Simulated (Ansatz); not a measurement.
# MoS: a trial structure relaxed

Where does this trial cell of MoS go when cell and atoms are let free?

Method: DFT PBE, scalar-relativistic, plane waves, PAW, in Ansatz 0.2.0.

### 1 Starting point

It takes space group Fm-3m (No. 225, cubic). The conventional cell has a = 5.247 Å, b = 5.247 Å, c = 5.247 Å, α = 90.00°, β = 90.00°, γ = 90.00°. Around Mo (site symmetry m-3m) lie 6 S at 2.62 Å. Around S (site symmetry m-3m) lie 6 Mo at 2.62 Å.

Structure file:

```
Mo S
1.0
     0.00000    2.62345    2.62345
     2.62345    0.00000    2.62345
     2.62345    2.62345    0.00000
Mo S
1 1
Direct
  0.50000 0.50000 0.50000
  0.00000 0.00000 0.00000
```

Recipe of the guess: species swapped into a database cell of AgCl (Fm-3m, No. 225), with Mo on the Ag sites and S on the Cl sites. Lengths come from tabulated atomic sizes and are only a guess.

### 2 Probe: one point on a coarse mesh

Contents of input.yaml:

```yaml
crystal:
  lattice:
    - [0.0, 2.62345156, 2.62345156]
    - [2.62345156, 0.0, 2.62345156]
    - [2.62345156, 2.62345156, 0.0]
  atoms:
    - { symbol: Mo, position: [0.5, 0.5, 0.5], spin: 1.0 }
    - { symbol: S, position: [0.0, 0.0, 0.0] }
basis:
  ecutwfc: 420
kpoints:
  mp_grid: { grid: [6, 6, 6] }
hamiltonian:
  xc: pbe
scf:
  occupations: { method: gaussian, width: 0.1 }
  lower_state_search: "off"
output:
  forces: true
  stress: true
  eigenvalues: true
  populations: true
magnetization:
  spin_polarized: true
```

Launch:

```console
ansatz run input.yaml --threads 1 --pin off --max-ram 2560MiB --backend cpu --events-out ev --progress --plain --runs-dir out
```

The session goes on with these runs: rough relaxation on the coarse mesh; final relaxation.

What does the calculation give? Wanted: conventional cell; volume; energy over the elements; gap on the mesh.

**Answer**, as computed:

| quantity | value |
| --- | --- |
| symmetry at the end (tolerance 0.05 Å) | space group Fm-3m (No. 225) |
| conventional cell | a = 4.956 Å, b = 4.956 Å, c = 4.956 Å, α = 90.00°, β = 90.00°, γ = 90.00° |
| volume | 15.22 Å³/atom |
| energy over the elements | +0.21 eV/atom |
| gap on the mesh | none (metal) |

**Reading.** The space group Fm-3m (No. 225) is kept, and the volume per atom shrinks by 15.7 % from the first guess. The formation energy is positive, so the separate elements lie lower. No finished test with a distortion of lower symmetry is shown, so the end may be a saddle point. Other magnetic orders were not searched.
